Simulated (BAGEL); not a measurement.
# C2H3FSSi (SMILES FC1=C(S)[SiH2]1) at HF/def2-SVP (density fitting with qzvpp-jkfit)

Aim: the vertical singlet–triplet gap of C2H3FSSi at HF/def2-SVP (density fitting with qzvpp-jkfit), from 2 runs. 

Program for the calculation: BAGEL 1.2.2.

## (1) The system as given

C2H3FSSi: 8 atoms, total charge 0, spin state singlet. SMILES: `FC1=C(S)[SiH2]1`. The shape is that of a PBE0-D4/def2-TZVP optimisation. This is one conformer, not always the lowest.

Bond lengths: F1–C2 1.323 Å, C2–C3 1.330 Å, C3–S4 1.716 Å, C2–Si5 1.787 Å, C3–Si5 1.834 Å, S4–H6 1.346 Å, Si5–H7 1.484 Å, Si5–H8 1.484 Å. Some angles: F1–C2–C3 134.2°, F1–C2–Si5 155.5°, C3–C2–Si5 70.3°, C2–C3–S4 142.5°, C2–C3–Si5 66.6°, S4–C3–Si5 150.8°, C2–Si5–C3 43.1°, C3–S4–H6 97.7°, C2–Si5–H7 122.6°, C2–Si5–H8 122.6°.

## (2) A single-point energy at HF/def2-SVP (density fitting with qzvpp-jkfit)

Input file job.json:

```json
{ "bagel" : [

{
  "title" : "molecule",
  "basis" : "svp",
  "df_basis" : "qzvpp-jkfit",
  "angstrom" : true,
  "geometry" : [
    { "atom" : "F", "xyz" : [       1.510900,       1.594300,       0.025500 ] },
    { "atom" : "C", "xyz" : [       0.798700,       0.479100,       0.022400 ] },
    { "atom" : "C", "xyz" : [      -0.501900,       0.209500,      -0.044700 ] },
    { "atom" : "S", "xyz" : [      -2.043600,       0.954600,      -0.161500 ] },
    { "atom" : "Si", "xyz" : [       0.547400,      -1.289800,       0.069300 ] },
    { "atom" : "H", "xyz" : [      -1.625000,       2.234000,      -0.181400 ] },
    { "atom" : "H", "xyz" : [       0.774400,      -2.161700,      -1.109900 ] },
    { "atom" : "H", "xyz" : [       0.631000,      -2.076900,       1.324600 ] }
  ]
},

{
  "title" : "hf"
},

{
  "title" : "print",
  "file" : "orbitals.molden",
  "orbitals" : true
}

]}
```

Run with:

```bash
$ BAGEL_NUM_THREADS=1 BAGEL job.json > job.out
```

The program printed:

```text
* using 1 threads per process

  ===============================================================
  ===============================================================

  *** Geometry ***

  { "atom" : "F", "xyz" : [      2.855187,      3.012790,      0.048188 ] },
  { "atom" : "C", "xyz" : [      1.509324,      0.905368,      0.042330 ] },
  { "atom" : "C", "xyz" : [     -0.948454,      0.395898,     -0.084471 ] },
  { "atom" : "S", "xyz" : [     -3.861844,      1.803933,     -0.305191 ] },
  { "atom" : "Si", "xyz" : [      1.034436,     -2.437369,      0.130958 ] },
  { "atom" : "H", "xyz" : [     -3.070805,      4.221648,     -0.342796 ] },
  { "atom" : "H", "xyz" : [      1.463404,     -4.085021,     -2.097407 ] },
  { "atom" : "H", "xyz" : [      1.192417,     -3.924772,      2.503131 ] },

  Number of auxiliary basis functions:      537

  Since a DF basis is specified, we compute 2- and 3-index integrals:
    o Being stored without compression. Storage requirement is 0.037 GB

  Number of basis functions:       93
  Number of electrons      :       54

    * METHOD: MOLECULE                             0.41

  *** RHF ***

  === Nuclear Repulsion ===
   254.5310129507

      * DIIS with orbital gradients will be used.

  === RHF iteration (svp) ===
      0       -862.78993079          0.01216949           0.12
      1       -862.90281681          0.00661064           0.12
      2       -862.93306960          0.00145202           0.13
      3       -862.93576653          0.00036728           0.12
      4       -862.93591574          0.00016116           0.11
      5       -862.93594148          0.00004103           0.12
      6       -862.93594413          0.00001494           0.12
      7       -862.93594438          0.00000598           0.12
      8       -862.93594441          0.00000186           0.12
      9       -862.93594441          0.00000073           0.11
     10       -862.93594441          0.00000033           0.11
     11       -862.93594441          0.00000017           0.17
     12       -862.93594441          0.00000008           0.12
     13       -862.93594441          0.00000004           0.14
     14       -862.93594441          0.00000002           0.12
     15       -862.93594441          0.00000001           0.12
    * SCF iteration converged.

    * Permanent dipole moment:
           (    0.014169,     0.396546,    -0.012993) a.u.

    * METHOD: HF                                   2.24

    * METHOD: PRINT                                0.02

  ===============================================================
```

Run time: 3 s. Hardware: 1 thread of Intel Xeon Platinum 8259CL at 2.50GHz (Skylake/Cascade Lake), shared host; peak memory 0.15 GiB.

## (3) The triplet, same level

Input file input.json:

```json
{ "bagel": [

{
  "title": "molecule",
  "basis": "svp",
  "df_basis": "qzvpp-jkfit",
  "angstrom": true,
  "geometry": [
    { "atom": "F", "xyz": [    1.510900,    1.594300,    0.025500 ] },
    { "atom": "C", "xyz": [    0.798700,    0.479100,    0.022400 ] },
    { "atom": "C", "xyz": [   -0.501900,    0.209500,   -0.044700 ] },
    { "atom": "S", "xyz": [   -2.043600,    0.954600,   -0.161500 ] },
    { "atom": "Si", "xyz": [    0.547400,   -1.289800,    0.069300 ] },
    { "atom": "H", "xyz": [   -1.625000,    2.234000,   -0.181400 ] },
    { "atom": "H", "xyz": [    0.774400,   -2.161700,   -1.109900 ] },
    { "atom": "H", "xyz": [    0.631000,   -2.076900,    1.324600 ] }
  ]
},
{ "title": "uhf", "nopen": 2 },
{ "title": "print", "file": "orbitals.molden", "orbitals": true }

]}
```

Run with:

```bash
$ BAGEL_NUM_THREADS=1 BAGEL input.json > input.out
```

The program printed:

```text
* using 1 threads per process

  ===============================================================
  ===============================================================

  *** Geometry ***

  { "atom" : "F", "xyz" : [      2.855187,      3.012790,      0.048188 ] },
  { "atom" : "C", "xyz" : [      1.509324,      0.905368,      0.042330 ] },
  { "atom" : "C", "xyz" : [     -0.948454,      0.395898,     -0.084471 ] },
  { "atom" : "S", "xyz" : [     -3.861844,      1.803933,     -0.305191 ] },
  { "atom" : "Si", "xyz" : [      1.034436,     -2.437369,      0.130958 ] },
  { "atom" : "H", "xyz" : [     -3.070805,      4.221648,     -0.342796 ] },
  { "atom" : "H", "xyz" : [      1.463404,     -4.085021,     -2.097407 ] },
  { "atom" : "H", "xyz" : [      1.192417,     -3.924772,      2.503131 ] },

  Number of auxiliary basis functions:      537

  Since a DF basis is specified, we compute 2- and 3-index integrals:
    o Being stored without compression. Storage requirement is 0.037 GB

  Number of basis functions:       93
  Number of electrons      :       54

    * METHOD: MOLECULE                             0.41

  *** Open-shell HF ***

  === Nuclear Repulsion ===
   254.5310129507

      * DIIS with orbital gradients will be used.

  === UHF iteration (svp) ===
      0       -862.55378942          0.02853649           0.24
      1       -862.70830953          0.01818481           0.25
      2       -862.75370512          0.01040348           0.24
      3       -862.77661476          0.00191175           0.23
      4       -862.77992794          0.00102056           0.27
      5       -862.78129574          0.00075675           0.26
      6       -862.78272982          0.00037120           0.23
      7       -862.78317248          0.00012335           0.23
      8       -862.78319855          0.00004965           0.24
      9       -862.78320627          0.00001912           0.24
     10       -862.78320737          0.00000953           0.24
     11       -862.78320766          0.00000434           0.25
     12       -862.78320780          0.00000159           0.24
     13       -862.78320783          0.00000079           0.24
     14       -862.78320784          0.00000040           0.26
     15       -862.78320784          0.00000019           0.24
     16       -862.78320784          0.00000011           0.24
     17       -862.78320784          0.00000005           0.24
     18       -862.78320784          0.00000003           0.24
     19       -862.78320784          0.00000001           0.24
     20       -862.78320784          0.00000001           0.23
    * SCF iteration converged.

    * S^2 (UHF) is 2.0494

    * Permanent dipole moment:
           (    0.080080,     0.502763,    -0.012835) a.u.

    * METHOD: UHF                                  5.43

    * METHOD: PRINT                                0.02

  ===============================================================
```

Wall time 6.3 s (1 thread of Intel Xeon Platinum 8259CL at 2.50GHz (Skylake/Cascade Lake), shared host); peak memory 0.15 GiB.

## (4) Results

At HF/def2-SVP (density fitting with qzvpp-jkfit):

| quantity | value |
| --- | --- |
| singlet: total energy | -862.93594 Eh |
| singlet: dipole moment | 1.01 D |
| singlet: HOMO energy | -9.26 eV |
| singlet: LUMO energy | 3.18 eV |
| singlet: HOMO–LUMO gap | 12.44 eV |
| triplet: total energy | -862.78321 Eh |
| triplet: dipole moment | 1.29 D |
| triplet: ⟨S²⟩ | 2.049 |
| vertical energy of the triplet above the singlet | 4.156 eV |

In words: At this shape the triplet lies 4.16 eV (401 kJ/mol) above the singlet.
